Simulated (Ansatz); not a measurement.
**Li48Ce24P48, 120 atoms: time against threads**

Aim: measure how long a relaxation at PBE takes on Li48Ce24P48, and how the time changes with the share of the machine.

Program: Ansatz 0.2.0 (relaxation, PBE, plane waves PAW). Host: Intel Xeon 6975P-C (Granite Rapids), 96 cores, 190 hardware threads, 362 GiB; it was booked for these runs alone, one at a time. Each run is timed once from launch to exit, start-up included.

**1. What is computed**

The cell holds 120 atoms in 2383 Å³, 4×3×2 copies of a database cell, with the atoms displaced at random so that no symmetry is left.

**2. Baseline**

input.yaml reads:

```yaml
crystal:
  lattice:
    - [16.616836, 0.000000, 0.000000]
    - [-6.231315, 10.792953, 0.000000]
    - [0.000000, 0.000000, 13.288940]
  atoms:
    - { symbol: Li, position: [0.166020, 0.108386, 0.187980] }
    - { symbol: Li, position: [0.086816, 0.224779, 0.307533] }
    - { symbol: Ce, position: [-0.000585, 0.001061, 0.000288] }
    - { symbol: P, position: [0.163943, 0.107447, 0.381907] }
    - { symbol: P, position: [0.085974, 0.224499, 0.113052] }
    - { symbol: Li, position: [0.163104, 0.114429, 0.692608] }
    - { symbol: Li, position: [0.087415, 0.226500, 0.804935] }
    - { symbol: Ce, position: [0.001235, -0.003945, 0.498068] }
    - { symbol: P, position: [0.169142, 0.104649, 0.885644] }
    - { symbol: P, position: [0.082384, 0.222289, 0.618810] }
    - { symbol: Li, position: [0.163242, 0.446276, 0.194404] }
    - { symbol: Li, position: [0.084433, 0.559854, 0.310727] }
    - { symbol: Ce, position: [0.002525, 0.336894, -0.003855] }
    - { symbol: P, position: [0.167693, 0.448599, 0.384707] }
    - { symbol: P, position: [0.083522, 0.555339, 0.113610] }
    - { symbol: Li, position: [0.164823, 0.444573, 0.692523] }
    - { symbol: Li, position: [0.083534, 0.552860, 0.811698] }
    - { symbol: Ce, position: [0.000495, 0.333592, 0.501352] }
    - { symbol: P, position: [0.169312, 0.444616, 0.881375] }
    - { symbol: P, position: [0.083271, 0.557498, 0.614660] }
    - { symbol: Li, position: [0.169082, 0.782611, 0.189073] }
    - { symbol: Li, position: [0.082141, 0.884331, 0.314258] }
    - { symbol: Ce, position: [-0.002348, 0.670297, 0.000171] }
    - { symbol: P, position: [0.165200, 0.778445, 0.384709] }
    - { symbol: P, position: [0.081568, 0.889442, 0.113609] }
    - { symbol: Li, position: [0.167344, 0.774106, 0.681382] }
    - { symbol: Li, position: [0.085000, 0.893736, 0.815449] }
    - { symbol: Ce, position: [0.005027, 0.661036, 0.496971] }
    - { symbol: P, position: [0.168758, 0.784351, 0.888305] }
    - { symbol: P, position: [0.081815, 0.890058, 0.612008] }
    - { symbol: Li, position: [0.416741, 0.107925, 0.189615] }
    - { symbol: Li, position: [0.336106, 0.221408, 0.312711] }
    - { symbol: Ce, position: [0.252847, -0.006786, -0.001183] }
    - { symbol: P, position: [0.417109, 0.114838, 0.381252] }
    - { symbol: P, position: [0.332252, 0.222762, 0.115635] }
    - { symbol: Li, position: [0.414604, 0.110415, 0.691036] }
    - { symbol: Li, position: [0.333414, 0.221533, 0.812736] }
    - { symbol: Ce, position: [0.250260, 0.005355, 0.502421] }
    - { symbol: P, position: [0.421760, 0.108193, 0.887258] }
    - { symbol: P, position: [0.336083, 0.218219, 0.612952] }
    - { symbol: Li, position: [0.418087, 0.444918, 0.191407] }
    - { symbol: Li, position: [0.333853, 0.555417, 0.313908] }
    - { symbol: Ce, position: [0.250829, 0.333645, -0.001060] }
    - { symbol: P, position: [0.414762, 0.448542, 0.384988] }
    - { symbol: P, position: [0.333999, 0.562341, 0.112179] }
    - { symbol: Li, position: [0.415432, 0.447557, 0.690563] }
    - { symbol: Li, position: [0.333975, 0.555470, 0.809737] }
    - { symbol: Ce, position: [0.246470, 0.333867, 0.500385] }
    - { symbol: P, position: [0.417407, 0.439863, 0.884948] }
    - { symbol: P, position: [0.328734, 0.550750, 0.618974] }
    - { symbol: Li, position: [0.415608, 0.776181, 0.190491] }
    - { symbol: Li, position: [0.334583, 0.888507, 0.312789] }
    - { symbol: Ce, position: [0.244678, 0.662248, 0.000372] }
    - { symbol: P, position: [0.416780, 0.778665, 0.385442] }
    - { symbol: P, position: [0.332994, 0.888900, 0.115793] }
    - { symbol: Li, position: [0.415855, 0.777084, 0.691545] }
    - { symbol: Li, position: [0.335444, 0.892190, 0.812898] }
    - { symbol: Ce, position: [0.252134, 0.666878, 0.498984] }
    - { symbol: P, position: [0.410555, 0.775468, 0.878983] }
    - { symbol: P, position: [0.332186, 0.892798, 0.614052] }
    - { symbol: Li, position: [0.662846, 0.107478, 0.186748] }
    - { symbol: Li, position: [0.584916, 0.216864, 0.311301] }
    - { symbol: Ce, position: [0.498650, -0.001800, 0.000461] }
    - { symbol: P, position: [0.662186, 0.107106, 0.391574] }
    - { symbol: P, position: [0.579824, 0.219678, 0.117414] }
    - { symbol: Li, position: [0.668634, 0.116328, 0.695035] }
    - { symbol: Li, position: [0.585567, 0.215894, 0.812115] }
    - { symbol: Ce, position: [0.501032, 0.004028, 0.498910] }
    - { symbol: P, position: [0.665559, 0.112911, 0.881749] }
    - { symbol: P, position: [0.580214, 0.224406, 0.613440] }
    - { symbol: Li, position: [0.666924, 0.441282, 0.188769] }
    - { symbol: Li, position: [0.582908, 0.554895, 0.314268] }
    - { symbol: Ce, position: [0.499166, 0.332560, -0.000695] }
    - { symbol: P, position: [0.666127, 0.445616, 0.384916] }
    - { symbol: P, position: [0.585674, 0.558984, 0.113712] }
    - { symbol: Li, position: [0.665626, 0.448067, 0.693009] }
    - { symbol: Li, position: [0.585595, 0.555304, 0.809910] }
    - { symbol: Ce, position: [0.496188, 0.334272, 0.498405] }
    - { symbol: P, position: [0.664736, 0.442285, 0.880226] }
    - { symbol: P, position: [0.581904, 0.558514, 0.609474] }
    - { symbol: Li, position: [0.671414, 0.776624, 0.190697] }
    - { symbol: Li, position: [0.580742, 0.888995, 0.309866] }
    - { symbol: Ce, position: [0.500843, 0.663170, -0.002438] }
    - { symbol: P, position: [0.667111, 0.785377, 0.386158] }
    - { symbol: P, position: [0.577897, 0.888987, 0.111992] }
    - { symbol: Li, position: [0.666036, 0.772435, 0.697211] }
    - { symbol: Li, position: [0.583730, 0.884050, 0.808571] }
    - { symbol: Ce, position: [0.501565, 0.667230, 0.500424] }
    - { symbol: P, position: [0.665708, 0.778339, 0.881829] }
    - { symbol: P, position: [0.583467, 0.885157, 0.620010] }
    - { symbol: Li, position: [0.912397, 0.115827, 0.189019] }
    - { symbol: Li, position: [0.830937, 0.225793, 0.311545] }
    - { symbol: Ce, position: [0.750881, 0.002715, -0.005983] }
    - { symbol: P, position: [0.920403, 0.111650, 0.393770] }
    - { symbol: P, position: [0.837514, 0.220713, 0.114014] }
    - { symbol: Li, position: [0.917721, 0.114587, 0.687808] }
    - { symbol: Li, position: [0.836783, 0.219482, 0.812514] }
    - { symbol: Ce, position: [0.751087, -0.000241, 0.505772] }
    - { symbol: P, position: [0.910628, 0.111365, 0.883767] }
    - { symbol: P, position: [0.836924, 0.222083, 0.620864] }
    - { symbol: Li, position: [0.915131, 0.438898, 0.186263] }
    - { symbol: Li, position: [0.834875, 0.553807, 0.310897] }
    - { symbol: Ce, position: [0.752844, 0.341924, 0.004164] }
    - { symbol: P, position: [0.916927, 0.447098, 0.383728] }
    - { symbol: P, position: [0.836893, 0.558477, 0.124697] }
    - { symbol: Li, position: [0.919899, 0.445352, 0.688280] }
    - { symbol: Li, position: [0.837351, 0.556042, 0.809737] }
    - { symbol: Ce, position: [0.750275, 0.335885, 0.496474] }
    - { symbol: P, position: [0.919564, 0.445660, 0.888349] }
    - { symbol: P, position: [0.829089, 0.557989, 0.611675] }
    - { symbol: Li, position: [0.916726, 0.776734, 0.189659] }
    - { symbol: Li, position: [0.833959, 0.886152, 0.310276] }
    - { symbol: Ce, position: [0.747701, 0.668531, 0.000311] }
    - { symbol: P, position: [0.916917, 0.775162, 0.382375] }
    - { symbol: P, position: [0.835011, 0.888276, 0.114603] }
    - { symbol: Li, position: [0.914885, 0.779750, 0.686382] }
    - { symbol: Li, position: [0.835856, 0.889524, 0.812150] }
    - { symbol: Ce, position: [0.749720, 0.664602, 0.504285] }
    - { symbol: P, position: [0.916371, 0.781696, 0.882817] }
    - { symbol: P, position: [0.832357, 0.894312, 0.619812] }
kpoints:
  mp_grid: { grid: [2, 2, 2] }
hamiltonian:
  xc: pbe
scf:
  occupations: { method: gaussian, width: 0.02 }
relax:
  f_tol: 0.03
  max_steps: 30
  escape_saddle: false
```

Started as:

```
ansatz run input.yaml --threads 48 --backend cpu --events-out ev --progress --plain --runs-dir out
```

**3. On 12 threads**

input.yaml is that of step 2.

(Steps that only read results are left out.)

Q: Predict the timings and the best choice. Wanted: reference; fastest over threads; speed-up from 12 to 48 threads.

As calculated:

| quantity | value |
| --- | --- |
| reference | 58 s on 48 threads |
| fastest over threads | 58 s on 48 |
| speed-up from 12 to 48 threads | 2.4 (60 % efficient) |

Going from 12 to 48 threads cuts the time by a factor of 2.4, 60 % of the ideal. In the reference run the eigensolver takes 73 % of the time. The figures hold for this build, input and host.
